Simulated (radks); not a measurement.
# Nuclear size and the levels of Br

The task here is to estimate one member of a computed series from the others.

Method: Dirac Kohn-Sham, PBE, spin-unpolarised, spherical densities, finite nucleus; open shells fill j = l - 1/2 first. Code: radks (a radial shooting solver on a logarithmic mesh, Libxc functionals) version 1.

## Starting point

```
element            : bromine (Z = 35)
charge             : 0
electrons          : 35
configuration      : [Ar] 3d10 4s2 4p5
nuclear rms radius : 4.1629 fm
```

The first run:

The run's settings:

```text
Z 35
configuration [Ar] 3d10 4s2 4p5 5s0 4d0
relativity Dirac
functional pbe,pbe
spin unpolarised
j_filling energy
nucleus finite rms 4.1629 fm
c 137.035999084
```

Among the steps run: rms radius 4.1629 fm.

One of the session's tables, all rows but one given; the rest of the session is left out.

It belongs to the step «rms radius 4.1629 fm». Radial moments (bohr):

```
level     <r>  outermost maximum (interpolated)  90 % within  nodes
3s1/2  0.5513                             0.484        0.821      2
3p1/2  0.5570                             0.475        0.851      1
3p3/2  0.5675                             0.484        0.867      1
3d3/2  0.5880                             0.430        0.969      0
3d5/2  0.5922                             0.432        0.976      0
4s1/2   1.676                              1.42         2.50      3
4p1/2       ?                                 ?            ?      ?
4p3/2   2.124                              1.68         3.30      2
```

**Question.** Estimate the row for 4p1/2.

The run gave: <r>: 2.074; outermost maximum (interpolated): 1.65; 90 % within: 3.21; nodes: 2. In the column «<r>» it lies between 4s1/2 (1.676) and 4p3/2 (2.124).
